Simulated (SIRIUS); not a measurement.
MnF2:

```
Mn F
1.0
     4.87380    0.00000    0.00000
     0.00000    4.87380    0.00000
     0.00000    0.00000    3.31070
Mn F
2 4
Direct
  0.50000 0.50000 0.50000
  0.00000 0.00000 0.00000
  0.80530 0.19470 0.50000
  0.69470 0.69470 0.00000
  0.19470 0.80530 0.50000
  0.30530 0.30530 0.00000
```

Base run:

```yaml
Program: SIRIUS 7.12.0
Functional: PBEsol
Potentials_or_basis: all-electron FP-LAPW
Cutoff: 294 eV
Basis: apw+lo standard
k_mesh: 5 × 5 × 6
Occupations: fermi-dirac, width 0.05 eV
Spin: collinear spin, ferromagnetic start
Starting_moments: "[4.0, 4.0, 0.0, 0.0, 0.0, 0.0] μB"
```

Its results: band gap on the k mesh 1.10 eV, direct; net moment 10.00 μB per cell; site moments Mn +4.55; F +0.09 μB; largest force 0.006 eV/Å.

Problem. The run is repeated on the same cell with these changes: functional from PBEsol to PBE. What comes out?

Solution. Band gap on the k mesh 1.30 eV, direct; net moment 10.00 μB per cell; site moments Mn +4.56; F +0.10 μB; largest force 0.037 eV/Å.

Caveats: only a ferromagnetic start was run, and an antiferromagnetic order may lie lower in energy.
